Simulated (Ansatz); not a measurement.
# CHBFN: vertical ionisation energy

One table from this session's results is given with a row withheld; the runs are named, their logs left out.

Program: Ansatz 0.2.0, Gaussian basis. Level of theory: unrestricted cation, the program's frozen cores in correlated methods. These are calculated values, not measurements.

Plan: UKS PBE-D4/def2-TZVPP; UKS r2SCAN-D4/def2-TZVPP; UKS PBE0-D4/def2-TZVPP; UKS B3LYP-D4/def2-TZVPP; UKS wB97X-V/def2-TZVPP; UKS wB97M-V/def2-TZVPP; UKS B2PLYP/def2-TZVPP; UHF-CCSD(T)/def2-TZVPP; UHF-CCSD(T)/def2-QZVPP; extrapolation to the limit; then −ε(HOMO) from the neutral's earlier runs with LDA (SPW92), PBE-D4, revPBE-D4, BLYP-D4, r2SCAN-D4, B97M-V, PBE0-D4, B3LYP-D4, r2SCANh-D4, r2SCAN0-D4, HSE06-D4, BHLYP-D4, CAM-B3LYP-D4, LC-ωPBE, ωB97X-V, ωB97M-V.

## The geometry

An earlier PBE0-D4 in a triple-zeta def2 set relaxation fixed the geometry.

SMILES `N#CBF`, 5 atoms, charge 0, spin multiplicity 1.

Atoms are counted from 1 here; the program's logs count them from 0.

Bond lengths: N1–C2 1.151 Å, C2–B3 1.544 Å, B3–F4 1.309 Å, B3–H5 1.190 Å. Angles: N1–C2–B3 177.2°, C2–B3–F4 118.4°, C2–B3–H5 121.3°, F4–B3–H5 120.4°.

The first run:

Input file in.yaml:

```yaml
crystal:
  periodic: [false, false, false]
  atoms:
    - {symbol: N, position_ang: [0.699021, -1.305439, 1.492003]}
    - {symbol: C, position_ang: [0.307902, -0.606960, 0.664453]}
    - {symbol: B, position_ang: [-0.159847, 0.376936, -0.429785]}
    - {symbol: F, position_ang: [-1.223530, 0.070495, -1.128270]}
    - {symbol: H, position_ang: [0.426254, 1.391269, -0.639801]}
basis:
  gaussian: {orbitals: def2-TZVPP}
total_charge: 1
magnetization: {spin_polarized: true, initial_magnetization: 1}
hamiltonian: {xc: pbe, dispersion: d4}
```

On the command line:

```console
$ ansatz run in.yaml --threads 2 --pin off --events-out ev --progress --plain --max-ram 32768MiB --backend cpu
```

Among the steps run: Cation, UKS PBE-D4/def2-TZVPP; Cation, UKS r2SCAN-D4/def2-TZVPP; Cation, UKS PBE0-D4/def2-TZVPP; Cation, UKS B3LYP-D4/def2-TZVPP; Cation, UKS wB97X-V/def2-TZVPP; Cation, UKS wB97M-V/def2-TZVPP; Cation, UKS B2PLYP (frozen core)/def2-TZVPP; Cation, UHF-CCSD(T)/def2-TZVPP; Cation, UHF-CCSD(T)/def2-QZVPP.

One table of the session follows, with a row left open; its other results are not shown here.

Orbital estimates, from the neutral's runs:

```
  functional  −ε(HOMO) (eV)
 LDA (SPW92)           8.96
      PBE-D4           8.82
   revPBE-D4           8.76
     BLYP-D4           8.75
   r2SCAN-D4           9.21
      B97M-V              ?
     PBE0-D4          10.36
    B3LYP-D4          10.10
  r2SCANh-D4           9.76
  r2SCAN0-D4          10.57
    HSE06-D4           9.95
    BHLYP-D4          11.63
CAM-B3LYP-D4          11.82
     LC-ωPBE          13.28
     ωB97X-V          12.83
     ωB97M-V          12.69
```

Q: Estimate the row for B97M-V from the others.

**Answer.** −ε(HOMO) (eV): 9.23. In the column «−ε(HOMO) (eV)» it lies between r2SCAN-D4 (9.21) and r2SCANh-D4 (9.76).

Caveats from the session: The cation may have settled in a state other than its lowest; no search over hole states beyond the program's own was made.
